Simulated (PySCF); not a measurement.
# C40H22: the cost of one run

Programs: PySCF 2.14.0, with routines of our own; each step states its level. All values are computed. Atoms count from 0.

## 1. The system as given

62 atoms, charge 0, multiplicity 1; geometry from: GFN2-xTB.

## 2. Electronic excitations: TDDFT CAM-B3LYP/6-31G*

The job: settings as JSON, then the geometry in Å.

```
{"job": {"kind": "uv", "basis": "6-31G*", "grid": 1, "kgrid": 1, "vcut": 2.5, "nstates": 5, "ntriplets": 0, "tda": false, "delta": ["ip_vertical"], "pop": false, "xc": "CAM-B3LYP"}, "charge": 0, "multiplicity": 1}
C      6.105373     0.338653     2.116138
C      5.735348     1.579359     1.598832
C      4.530242     1.733688     0.954104
C      3.642736     0.660983     0.800632
C      4.037808    -0.603228     1.294900
C      5.268049    -0.736413     1.960723
C      3.220823    -1.740468     1.067954
C      2.032281    -1.664583     0.397160
C      1.255076    -2.845017     0.037609
C      1.771624    -4.125666     0.085069
C      0.981620    -5.240139    -0.216295
C     -0.339413    -5.095419    -0.536341
C     -0.922036    -3.811133    -0.594111
C     -2.257502    -3.608900    -0.954668
C     -2.839909    -2.351901    -0.874474
C     -4.192633    -2.129509    -1.271569
C     -4.724556    -0.885980    -1.264816
C     -4.021278     0.204124    -0.675961
C     -4.602842     1.494620    -0.612027
C     -3.950105     2.525135    -0.016920
C     -2.753145     2.293515     0.707578
C     -2.152334     3.309666     1.471453
C     -1.079277     3.041192     2.278137
C     -0.603575     1.730463     2.387270
C     -1.146185     0.730855     1.623655
C     -2.185701     0.996416     0.712944
C     -2.740229    -0.005846    -0.147583
C     -2.056489    -1.231147    -0.466530
C     -0.652902    -1.379153    -0.447886
C     -0.104074    -2.672950    -0.342264
C      0.266933    -0.264690    -0.573639
C     -0.085991     0.919599    -1.272409
C     -1.134752     0.983367    -2.214131
C     -1.483638     2.167736    -2.797383
C     -0.805348     3.351699    -2.465814
C      0.271178     3.307736    -1.629970
C      0.690031     2.087988    -1.050839
C      1.858615     2.002291    -0.285431
C      2.357408     0.785342     0.149220
C      1.546651    -0.377955    -0.017749
H      7.052086     0.226345     2.623828
H      6.402970     2.422576     1.700178
H      4.277315     2.703598     0.556426
H      5.549552    -1.709086     2.339645
H      3.590481    -2.689030     1.427781
H      2.804052    -4.289699     0.352649
H      1.426648    -6.224288    -0.182776
H     -0.956424    -5.957258    -0.744817
H     -2.846984    -4.448300    -1.293601
H     -4.761475    -2.976531    -1.626286
H     -5.719363    -0.703906    -1.646533
H     -5.567424     1.642708    -1.076022
H     -4.360136     3.524342    -0.028775
H     -2.575240     4.303248     1.432600
H     -0.624324     3.825173     2.865897
H      0.189833     1.503831     3.085033
H     -0.802606    -0.284323     1.754523
H     -1.633927     0.073678    -2.511590
H     -2.278791     2.197560    -3.527498
H     -1.115199     4.284610    -2.912929
H      0.841651     4.200634    -1.418455
H      2.383392     2.921296    -0.077710
```

Level: TDDFT CAM-B3LYP/6-31G*, vertical, gas phase, core orbitals frozen in the response, virtual orbitals cut by energy.

Launch:

```sh
OMP_NUM_THREADS=4 python large_run.py task.json out
```

One launch serves the whole session: the jobs run in the order shown.

**Question.** How long does this first job take on 4 threads of Arm Neoverse V1, shared host, and how much memory does it need?

About 7 min, with a peak of 3.9 GiB.
